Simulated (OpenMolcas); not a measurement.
# Cu⁴⁺ among point charges: CASSCF and CASPT2 levels and susceptibility

Aim: the splitting of the states of Cu⁴⁺ in the field of 3 point charges, its lowest levels with spin-orbit coupling and its magnetic susceptibility.

The numbers are computed with OpenMolcas 26.06 (state-averaged CASSCF and CASPT2, spin-orbit coupling by RASSI with atomic mean-field integrals), except any that are marked as measured or tabulated.

## 1. The atom as given

- Species: Cu⁴⁺ (copper, Z = 29, 25 electrons)
- Basis: ANO-RCC-VDZP [5s4p2d1f], 34 functions
- Scalar Hamiltonian: DKH2, point nucleus
- Inactive shells: 1s 2s 2p 3s 3p
- Active space: 7 electrons in 5 orbitals (3d)
- Some configurations of this space: 3d7
- Orbitals: optimised for each spin and parity, averaged over all roots

The outer shells:

3d7
```
3d [↑↓][↑↓][↑ ][↑ ][↑ ]
```

The ion sits among 3 point charges of -2.5 e arranged as a planar triangle (D3h), 2.11 Å from the ion.

The work runs as a chain of OpenMolcas steps in one folder; each step below is one input file. Labels, J, g values, rates, χT and fits are worked out afterwards by a script from the matrices that RASSI stores.

## 2. GATEWAY and SEWARD: basis and integrals

a.inp reads:

```
&GATEWAY
Coord
1

Cu 0.0 0.0 0.0
Basis=ANO-RCC-VDZP
Group=NoSym
NoMove
AngMom=0.0 0.0 0.0
AMFI
XField
3 Angstrom 0
2.110000 0.000000 0.000000 -2.500000
-1.055000 1.827314 0.000000 -2.500000
-1.055000 -1.827314 0.000000 -2.500000
&SEWARD
```

Launch:

```sh
OMP_NUM_THREADS=1 MOLCAS_MEM=1689 MOLCAS_PROJECT=a pymolcas a.inp > a.log
```

What it wrote:

```text
Basis set label: CU.ANO-RCC...5S4P2D1F.

      Electronic valence basis set:
      ------------------
      Associated Effective Charge  29.000000 au
      Associated Actual Charge     29.000000 au
      Nuclear Model: Point charge

      Shell  nPrim  nBasis  Cartesian Spherical Contaminant
         s      21       5        X
         p      15       4        X
         d      10       2                 X
         f       6       1                 X
                  Relativistic Douglas-Kroll-Hess integrals:
                    - DKH order of Hamiltonian: 2
                    - DKH order of Properties : 0
                  Atomic mean-field integrals
```

## 3. Reference wave functions, quartets, 10 roots

a.inp reads:

```
&RASSCF
FileOrb=start.orb
Symmetry=1
Spin=4
nActEl=7 0 0
Inactive=9
Ras2=5
CIRoot=10 10 1
SDav=10
CIMx=300
Iter=120 100
PrWF=0.3
OrbListing=Nothing
MaxOrb=0
>>> COPY $Project.JobIph JOB001
```

start.orb holds the contracted functions of the basis, ordered by shell, or the orbitals of the step before.

What it wrote, cut to the lines that bear on the results:

```text
[...]
      Number of active orbitals                  5
[...]
      Spin quantum number                      1.5
[...]
      Active orbitals                            5
[...]
      Number of CSFs                            10
      Number of root(s) required                10
[...]
      Convergence after  8 iterations
[...]
      Natural orbitals and occupation numbers for root  1
      sym 1:   1.103257   1.896743   1.000000   1.896743   1.103257
      Natural orbitals and occupation numbers for root  2
      sym 1:   1.230595   1.230595   1.769405   1.769405   1.000000
      Natural orbitals and occupation numbers for root  3
      sym 1:   1.230595   1.769405   1.769405   1.230595   1.000000
::    RASSCF root number  1 Total energy:  -1656.41142960
::    RASSCF root number  2 Total energy:  -1656.40843518
::    RASSCF root number  3 Total energy:  -1656.40843518
[...]
::    RASSCF root number  7 Total energy:  -1656.39463585
::    RASSCF root number  8 Total energy:  -1656.30225632
::    RASSCF root number  9 Total energy:  -1656.30225632
::    RASSCF root number 10 Total energy:  -1656.26876674
```

## 4. CASSCF: doublets, 40 roots

a.inp reads:

```
&RASSCF
FileOrb=start.orb
Symmetry=1
Spin=2
nActEl=7 0 0
Inactive=9
Ras2=5
CIRoot=40 40 1
SDav=40
CIMx=300
Iter=120 100
PrWF=0.3
OrbListing=Nothing
MaxOrb=0
>>> COPY $Project.JobIph JOB002
```

What it wrote, cut to the lines that bear on the results:

```text
[...]
      Number of active orbitals                  5
[...]
      Spin quantum number                      0.5
[...]
      Active orbitals                            5
[...]
      Number of CSFs                            40
      Number of root(s) required                40
[...]
      Convergence after  7 iterations
[...]
      Natural orbitals and occupation numbers for root  1
      sym 1:   1.186826   1.626402   1.373652   1.626293   1.186826
      Natural orbitals and occupation numbers for root  2
      sym 1:   1.186826   1.626293   1.373652   1.626402   1.186826
      Natural orbitals and occupation numbers for root  3
      sym 1:   1.267624   1.500000   1.464752   1.500000   1.267624
::    RASSCF root number  1 Total energy:  -1656.29907821
::    RASSCF root number  2 Total energy:  -1656.29907821
::    RASSCF root number  3 Total energy:  -1656.29586031
[...]
::    RASSCF root number 27 Total energy:  -1656.23658459
::    RASSCF root number 28 Total energy:  -1656.23658459
::    RASSCF root number 29 Total energy:  -1656.15353007
::    RASSCF root number 30 Total energy:  -1656.15351598
```

## 5. State interaction with spin-orbit coupling

a.inp reads:

```
&RASSI
NrOfJobIphs=2 10 40
1 2 3 4 5 6 7 8 9 10
1 2 3 4 5 6 7 8 9 10 11 12 13 14 15 16 17 18 19 20 21 22 23 24 25 26 27
28 29 30 31 32 33 34 35 36 37 38 39 40
IphNames
JOB001
JOB002
EJob
SpinOrbit
DIPRint=1.0
SOCoupling=1000.0
Subsets=2
Property=9
'ANGMOM' 1 'ANGMOM' 2 'ANGMOM' 3 'MLTPL  1' 1 'MLTPL  1' 2 'MLTPL  1' 3
'AMFI' 1 'AMFI' 2 'AMFI' 3
SOProperty=3
'ANGMOM' 1 'ANGMOM' 2 'ANGMOM' 3
```

What it wrote:

```text
SPIN-FREE ENERGIES:
  (Shifted by EMIN (a.u.) =      -1656.4114295984)

 SF State       Relative EMIN(au)   Rel lowest level(eV)    D:o, cm**(-1)      L_eff

     1             0.0000000000        0.0000000000              0.0000         3.0
     2             0.0029944177        0.0814822556            657.1987         3.0
     3             0.0029944186        0.0814822814            657.1989         3.0
     4             0.0110270180        0.3000604450           2420.1507         3.0
     5             0.0110270201        0.3000605033           2420.1512         3.0
     6             0.0167924930        0.4569470142           3685.5262         3.0
     7             0.0167937532        0.4569813045           3685.8028         3.0
     8             0.1091732769        2.9707562060          23960.7647         1.1
     9             0.1091732796        2.9707562797          23960.7653         1.1
    11             0.1123513838        3.0572368999          24658.2785         4.1
    12             0.1123513838        3.0572368999          24658.2785         4.1
    13             0.1155692923        3.1448006510          25364.5278         4.0
    14             0.1155813628        3.1451291051          25367.1770         4.0
    15             0.1188857621        3.2350463905          26092.4088         4.0
    16             0.1188857629        3.2350464134          26092.4090         4.0
    17             0.1212990455        3.3007151772          26622.0633         4.0
    18             0.1212990461        3.3007151950          26622.0634         4.0
    19             0.1219223618        3.3176764785          26758.8654         4.0
    20             0.1333619338        3.6289630923          29269.5613         5.0
    21             0.1333619338        3.6289630923          29269.5613         5.0
    10             0.1426628581        3.8820541337          31310.8782         1.1
    22             0.1460580492        3.9744419900          32056.0365         1.5
    23             0.1460580502        3.9744420179          32056.0367         1.5
    24             0.1478806762        4.0240381983          32456.0569         5.0
    25             0.1478806762        4.0240381983          32456.0569         5.0
    26             0.1495106127        4.0683910297          32813.7866         1.1
    27             0.1570615463        4.2738624009          34471.0250         5.0
    28             0.1570669000        4.2740080833          34472.2000         5.0
    29             0.1616169272        4.3978206304          35470.8155         2.1
    30             0.1627806353        4.4294867406          35726.2199         4.9
    31             0.1627806365        4.4294867730          35726.2202         4.9
    32             0.1666690296        4.5352953402          36579.6238         4.9
    33             0.1666690318        4.5352954003          36579.6243         4.9
    34             0.1678764081        4.5681497828          36844.6128         4.9
    35             0.1718304229        4.6757440060          37712.4187         2.2
    36             0.1718304229        4.6757440060          37712.4187         2.2
    37             0.1748450076        4.7577750349          38374.0436         1.7
    38             0.1748450092        4.7577750782          38374.0439         1.7
    39             0.2578995316        7.0178037673          56602.4046         3.0
    40             0.2579136170        7.0181870513          56605.4960         3.0
Eigenvalues of complex Hamiltonian:
   -----------------------------------
  (Shifted by EMIN (a.u.) =      -1656.4114295984)

 SO State       Relative EMIN(au)   Rel lowest level(eV)    D:o, cm**(-1)     J-value

     1            -0.0060249566        0.0000000000              0.0000         4.4
     2            -0.0060249566        0.0000000000              0.0000         4.4
     3            -0.0048297914        0.0325221034            262.3085         4.1
     4            -0.0048297914        0.0325221034            262.3085         4.1
     5            -0.0017252970        0.1169996984            943.6662         3.6
     6            -0.0017252970        0.1169996984            943.6662         3.6
     7             0.0036799557        0.2640841183           2129.9821         3.4
     8             0.0036799557        0.2640841183           2129.9821         3.4
     9             0.0039873227        0.2724480014           2197.4413         2.9
    10             0.0039873227        0.2724480014           2197.4413         2.9
    11             0.0044650280        0.2854470235           2302.2855         3.0
    12             0.0044650280        0.2854470235           2302.2855         3.0
    13             0.0088599749        0.4050396223           3266.8649         2.1
    14             0.0088599749        0.4050396223           3266.8649         2.1
    15             0.0089919290        0.4086302759           3295.8254         1.7
    16             0.0089919290        0.4086302759           3295.8254         1.7
    17             0.0095664294        0.4242632283           3421.9137         2.7
    18             0.0095664294        0.4242632283           3421.9137         2.7
    19             0.0136071645        0.5342172306           4308.7525         2.4
    20             0.0136071645        0.5342172306           4308.7525         2.4
    21             0.0153796518        0.5824490685           4697.7686         1.6
    22             0.0153796518        0.5824490685           4697.7686         1.6
    23             0.0169513016        0.6252158375           5042.7058         2.0
    24             0.0169513016        0.6252158375           5042.7058         2.0
    25             0.0203701557        0.7182475967           5793.0575         1.5
    26             0.0203701557        0.7182475967           5793.0575         1.5
    27             0.0244671287        0.8297319105           6692.2392         1.2
    28             0.0244671287        0.8297319105           6692.2392         1.2
    29             0.1063656288        3.0583036301          24666.8823         1.2
    30             0.1063656288        3.0583036301          24666.8823         1.2
    31             0.1071709717        3.0802181280          24843.6346         1.7
    32             0.1071709717        3.0802181280          24843.6346         1.7
    33             0.1082821441        3.1104546699          25087.5088         1.7
    34             0.1082821441        3.1104546699          25087.5088         1.7
    35             0.1088494853        3.1258928108          25212.0258         1.8
    36             0.1088494853        3.1258928108          25212.0258         1.8
    37             0.1101818870        3.1621493074          25504.4542         2.9
    38             0.1101818870        3.1621493074          25504.4542         2.9
    39             0.1102432137        3.1638180907          25517.9138         1.4
    40             0.1102432137        3.1638180907          25517.9138         1.4
    41             0.1131412740        3.2426783284          26153.9645         3.7
Weights of the five most important spin-orbit-free states for each spin-orbit state.

 SO State  Total energy (au)           Spin-free states, spin, and weights
 -------------------------------------------------------------------------------------------------------
    1        -0.006025       1 1.5  0.6162    2 1.5  0.1847    3 1.5  0.1847    4 1.5  0.0053    5 1.5  0.0053
    2        -0.006025       1 1.5  0.6162    2 1.5  0.1847    3 1.5  0.1847    4 1.5  0.0053    5 1.5  0.0053
    3        -0.004830       1 1.5  0.5009    3 1.5  0.2263    2 1.5  0.2263    4 1.5  0.0212    5 1.5  0.0212
    4        -0.004830       1 1.5  0.5009    3 1.5  0.2263    2 1.5  0.2263    4 1.5  0.0212    5 1.5  0.0212
    5        -0.001725       2 1.5  0.4127    3 1.5  0.4127    4 1.5  0.0824    5 1.5  0.0824    6 1.5  0.0032
    6        -0.001725       2 1.5  0.4127    3 1.5  0.4127    4 1.5  0.0824    5 1.5  0.0824    6 1.5  0.0032
    7         0.003680       2 1.5  0.4458    3 1.5  0.4458    1 1.5  0.0469    4 1.5  0.0300    5 1.5  0.0300
    8         0.003680       2 1.5  0.4458    3 1.5  0.4458    1 1.5  0.0469    4 1.5  0.0300    5 1.5  0.0300
    9         0.003987       1 1.5  0.4795    3 1.5  0.1850    2 1.5  0.1850    4 1.5  0.0722    5 1.5  0.0722
   10         0.003987       1 1.5  0.4795    3 1.5  0.1850    2 1.5  0.1850    4 1.5  0.0722    5 1.5  0.0722
   11         0.004465       5 1.5  0.4387    4 1.5  0.4387    6 1.5  0.0590    7 1.5  0.0590   13 0.5  0.0021
   12         0.004465       5 1.5  0.4387    4 1.5  0.4387    6 1.5  0.0590    7 1.5  0.0590   13 0.5  0.0021
```

These steps took 7.5 s in all on 1 thread, shared host.

States without spin-orbit coupling:

```csv
state,degeneracy,E (cm-1),free-ion L (%)
4A2,1,0,F (98)
4E,2,657,F (98)
4E,2,2420,F (100)
quartet,2,3686,F (100)
4E,2,23961,P (98)
2E,2,24658,G (95)
2A2,1,25365,G (96)
2A1,1,25367,G (96)
2E,2,26092,G (97)
2E,2,26622,G (98)
2A1,1,26759,G (98)
2E,2,29270,H (100)
4A2,1,31311,P (98)
2E,2,32056,P (61)
2E,2,32456,H (95)
2A2,1,32814,P (98)
2A1,1,34471,H (96)
2A2,1,34472,H (96)
2A1,1,35471,D (98)
2E,2,35726,H (93)
2E,2,36580,H (96)
2A2,1,36845,H (96)
2E,2,37712,D (93)
2E,2,38374,D (62)
```

With spin-orbit coupling:

```csv
E (cm-1),Degeneracy,Label,2S+1,g
0.0,2,E1/2,4,1.66 6.61 6.61
262.3,2,E3/2,4,0.00 0.00 4.92
943.7,2,E1/2,4,0.00 0.00 7.64
2130,2,E1/2,4,1.58 4.90 4.90
2197,2,E3/2,4,0.00 0.00 4.66
2302,2,E1/2,4,0.00 0.00 9.76
3267,2,E1/2,4,2.49 2.63 2.63
3296,2,E3/2,4,0.00 0.00 11.99
3422,2,E1/2,4,0.00 0.00 6.09
4309,2,E3/2,4,0.00 0.00 2.26
4698,2,E1/2,4,0.00 0.00 8.24
5043,2,E1/2,4,0.33 0.33 1.73
5793,2,E1/2,4,0.00 0.00 4.26
6692,2,E3/2,4,0.00 0.00 0.17
24667,2,E1/2,4,0.00 0.00 7.99
24844,2,E3/2,4,0.00 0.00 4.00
25088,2,E1/2,4,0.34 1.74 1.74
25212,2,E3/2,2,0.00 0.00 9.87
25504,2,E1/2,2,0.02 0.02 6.98
25518,2,E1/2,4,1.92 1.92 3.62
26154,2,E1/2,2,0.02 0.02 4.75
26772,2,E3/2,2,0.00 0.00 2.75
27144,2,E1/2,2,0.94 5.34 5.34
27219,2,E1/2,2,0.01 0.01 6.98
```

The table of states holds 24 of 32 computed; the rest, higher up, is left out. Labels of spin-orbit levels are those of the rotation subgroup (D3 for D3h). Principal g values are given for doublets only; a zero marks a field direction without first-order Zeeman splitting.

Powder χT (cm³ K/mol): 2.85 at 2 K, 2.89 at 5 K, 2.95 at 10 K, 3.09 at 20 K, 3.49 at 50 K, 4.06 at 100 K, 4.42 at 150 K, 4.63 at 200 K, 4.76 at 250 K, 4.85 at 300 K.

Orbitals of the lowest block (energies include the constant potential of the surroundings):

```csv
shell,space,energy (hartree),mean occupation,⟨r²⟩ (bohr²)
1s,inactive,-333.1481,2.000,0.00362
2s,inactive,-42.4242,2.000,0.0646
2p,inactive,-36.5624,6.000,0.0521
3s,inactive,-5.8621,2.000,0.576
3p,inactive,-4.0295,6.000,0.625
3d,RAS2,,7.000,0.841
```

## 6. CASPT2: IPEA 0.25, imaginary shift 0.1 (closed shells correlated: 3s 3p)

a.inp reads:

```
>>> COPY JOB001 $Project.JobIph
&CASPT2
Multistate=10 1 2 3 4 5 6 7 8 9 10
NoMult
Frozen=5
IPEA=0.25
Imaginary=0.1
MaxIter=60
WThr=0.0 0.3 0.05
PrWF=0.5
NoMix
>>> COPY JOB002 $Project.JobIph
&CASPT2
Multistate=40 1 2 3 4 5 6 7 8 9 10 11 12 13 14 15 16 17 18 19 20 21 22
23 24 25 26 27 28 29 30 31 32 33 34 35 36 37 38 39 40
NoMult
Frozen=5
IPEA=0.25
Imaginary=0.1
MaxIter=60
WThr=0.0 0.3 0.05
PrWF=0.5
NoMix
```

What it wrote, cut to the lines that bear on the results:

```text
[...]
      Active orbitals                            5
[...]
      E2 (Variational):          -0.3315932909
      Total energy:           -1656.7430228893
[...]
::    CASPT2 Root  1     Total energy:  -1656.74302289
::    CASPT2 Root  2     Total energy:  -1656.74145130
[...]
::    CASPT2 Root 27     Total energy:  -1656.58811423
::    CASPT2 Root 28     Total energy:  -1656.58811417
::    CASPT2 Root 29     Total energy:  -1656.50713607
::    CASPT2 Root 30     Total energy:  -1656.50713208
```

Time for this run: 3 s (1 thread, shared host).

SS-CASPT2: lowest energy less the reference's lowest, -0.3316 hartree; reference weights 0.958 to 0.964.

Spin-free states, with their symmetry labels:

```csv
state,degeneracy,E (cm-1),free-ion L (%)
4A2,1,0,F (98)
4E,2,345,F (98)
4E,2,2957,F (100)
quartet,2,3423,F (100)
4E,2,21100,P (98)
2E,2,22816,G (95)
2A2,1,23453,G (96)
2A1,1,23454,G (96)
2E,2,24291,G (97)
2E,2,24757,G (98)
2A1,1,24821,G (98)
2E,2,26883,P (61)
2A2,1,27004,P (98)
2E,2,27976,H (100)
4A2,1,29311,P (98)
2E,2,30958,H (95)
2A1,1,31213,D (98)
2A1,1,33141,H (96)
2A2,1,33142,H (96)
2E,2,33752,D (93)
2E,2,33999,D (62)
2E,2,34355,H (93)
2E,2,35450,H (96)
2A2,1,35642,H (96)
```

With spin-orbit coupling:

```
E (cm-1)  Degeneracy  Label  2S+1                g
       0           2   E1/2     4   1.63 6.64 6.64
     250           2   E3/2     4   0.00 0.00 4.82
     860           2   E1/2     4   0.00 0.00 7.78
    1990           2   E1/2     4   1.85 4.75 4.75
    2250           2   E3/2     4   0.00 0.00 4.93
    2820           2   E1/2     4   0.00 0.00 9.55
    3150           2   E3/2     4  0.00 0.00 11.99
    3210           2   E1/2     4   2.30 2.30 2.37
    3840           2   E1/2     4   0.00 0.00 5.76
    4690           2   E1/2     4   0.00 0.00 8.45
    4750           2   E3/2     4   0.00 0.00 1.95
    5610           2   E1/2     4   0.18 0.18 1.85
    5780           2   E1/2     4   0.00 0.00 4.46
    6620           2   E3/2     4   0.00 0.00 0.30
   21920           2   E1/2     4   0.00 0.00 8.00
   22020           2   E3/2     4   0.00 0.00 4.00
   22200           2   E1/2     4   0.72 2.50 2.50
   22700           2   E1/2     4   2.66 2.66 3.20
   23540           2   E3/2     2   0.00 0.00 9.89
   23770           2   E1/2     2   0.01 0.01 7.01
   24420           2   E1/2     2   0.01 0.01 4.69
   25080           2   E3/2     2   0.00 0.00 2.79
   25380           2   E1/2     2   0.98 5.38 5.38
   25470           2   E1/2     2   0.01 0.01 6.96
```

Powder χT (cm³ K/mol): 2.87 at 2 K, 2.91 at 5 K, 2.98 at 10 K, 3.12 at 20 K, 3.55 at 50 K, 4.14 at 100 K, 4.49 at 150 K, 4.69 at 200 K, 4.81 at 250 K, 4.89 at 300 K.

## 7. The methods side by side

A. CASSCF
B. SS-CASPT2, IPEA 0.25, imaginary shift 0.1 (closed shells correlated: 3s 3p)

```csv
method,ground state,first state of that spin (cm-1),first gap with spin-orbit (cm-1),χT at 300 K
A,4A2,4E 657.2,262.3,4.85
B,4A2,4E 344.9,249.1,4.89
```

## 8. Summary of results

| quantity | value |
| --- | --- |
| method | SS-CASPT2, IPEA 0.25, imaginary shift 0.1 (closed shells correlated: 3s 3p) |
| spin-free ground state | 4A2, 1-fold in its orbital part |
| first state of the same spin within the active space | 4E at 345 cm⁻¹ |
| lowest level | 2-fold E1/2, g = 1.63, 6.64, 6.64 |
| next level | 249.1 cm⁻¹ |
| χT at 300 K | 4.89 cm³ K/mol |
| effective moment at 300 K | 6.25 μB |

Cost by method:

```csv
method,time of its own steps,time with the reference
A. CASSCF,7.5 s,7.5 s
"B. SS-CASPT2, IPEA 0.25, imaginary shift 0.1, +3s 3p",3 s,11 s
```

Times are of one thread on a shared host.

What this shows: The spin-free ground state (4A2) comes to 98 % from free-ion F terms and keeps the highest spin of the shell. χT at 300 K is 4.89, against 1.88 cm³ K/mol for the spin alone, so orbital moment adds to it. An active space of the d shell alone favours high spin; real ions in strong fields can be low spin. CASPT2 does not keep the components of a term degenerate, and the means are used. The field of point charges can differ much from that of real complexes. With metal d orbitals alone active, the gaps between spin states are rough; where two lie within a few thousand cm-1, their order is open. This is an electrostatic model: the charges have no orbitals.
